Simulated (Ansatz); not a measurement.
# Ga2Os: further runs on the relaxed cell

The task here is to estimate one member of a computed series from the others.

Program: Ansatz 0.2.0. Level of theory: DFT PBEsol, scalar-relativistic, plane waves, PAW. These are calculated values, not measurements.

1 further run of the same task is left out (set aside as unsound or not needed). Runs told in other sessions of the task aren't counted.

### Starting point

Symmetry: Fddd, No. 70, orthorhombic system. Conventional cell: a = 4.713 Å, b = 8.209 Å, c = 8.695 Å, α = 90.00°, β = 90.00°, γ = 90.00°. Around Ga (site symmetry 2) lie 5 Os at 2.56 to 2.73 Å and 5 Ga at 2.57 to 2.75 Å. Os (site symmetry 222) has 10 Ga at 2.56 to 2.73 Å in its first shell of neighbours.

As a file:

```xyz
6
Lattice="0.0000 4.1044 4.3475 2.3565 0.0000 4.3475 2.3565 4.1044 0.0000" Properties=species:S:1:pos:R:3 pbc="T T T"
Ga    1.1783    0.6784    2.1737
Ga    1.1783    3.4259    2.1737
Ga    2.3565    1.3738    4.3475
Ga    2.3565    6.8350    4.3475
Os    3.5348    6.1566    6.5212
Os    2.3565    4.1044    4.3475
```

This cell was relaxed beforehand with the same method: volume 14.02 Å³/atom, gap on the mesh 0.74 eV.

The first run:

input.yaml

```yaml
crystal:
  lattice:
    - [0.0, 4.0629070937, 4.3035730042]
    - [2.3327087179, 0.0, 4.3035730042]
    - [2.3327087179, 4.0629070937, 0.0]
  atoms:
    - { symbol: Ga, position: [0.0826471077, 0.4173528923, 0.0826471077] }
    - { symbol: Ga, position: [0.4173528923, 0.0826471077, 0.4173528923] }
    - { symbol: Ga, position: [0.1673528923, 0.8326471077, 0.1673528923] }
    - { symbol: Ga, position: [0.8326471077, 0.1673528923, 0.8326471077] }
    - { symbol: Os, position: [0.75, 0.75, 0.75] }
    - { symbol: Os, position: [0.5, 0.5, 0.5] }
basis:
  ecutwfc: 420
kpoints:
  mp_grid: { grid: [8, 8, 8] }
hamiltonian:
  xc: pbesol
scf:
  occupations: { method: gaussian, width: 0.02 }
output:
  forces: true
  stress: true
  eigenvalues: true
relax:
  adjacent_minimum: "off"
  f_tol: 0.01
  max_steps: 30
  cell: { stress_tol: 0.1, fix: [volume] }
```

Run with:

```bash
$ ansatz run input.yaml --threads 1 --pin off --max-ram 2560MiB --backend cpu --events-out ev --progress --plain --runs-dir out
```

Among the steps run: Point at V/V0 = 0.97; The cell scaled to 1.03 of its volume; Point at V/V0 = 0.94; Volume × 1.06; Point at V/V0 = 0.91; Point at V/V0 = 1.10; The cell scaled to 0.88 of its volume.

One table of the session follows, with a row left open; its other results are not shown here.

It belongs to the step «Fit of the equation of state». 

```
volume (Å³/atom)  energy above the lowest point (meV/atom)  pressure (GPa)  gap on the mesh (eV)
          12.334                                     160.8           34.70                  0.88
          12.755                                      84.7           23.61                  0.84
          13.175                                      35.3           14.31                  0.80
          13.596                                         ?               ?                     ?
          14.016                                       0.0            0.00                  0.74
          14.437                                       7.3           -5.43                  0.71
          14.857                                      27.7           -9.94                  0.68
          15.418                                      71.2          -14.73                  0.65
```

Estimate the missing values for volume (Å³/atom) = 13.596.

Worked estimate for «energy above the lowest point (meV/atom)». A straight line through the neighbours (13.175, 35.3) and (14.016, 0.0) gives 35.3 + (0.0 − 35.3) × (13.596 − 13.175) / (14.016 − 13.175) = 17.6; a parabola fitted to 4 rows on both sides gives 8.2.

The run gave: energy above the lowest point (meV/atom): 8.3; pressure (GPa): 6.52; gap on the mesh (eV): 0.77. In «energy above the lowest point (meV/atom)» the line misses by +9.3 and the parabola by -0.1.
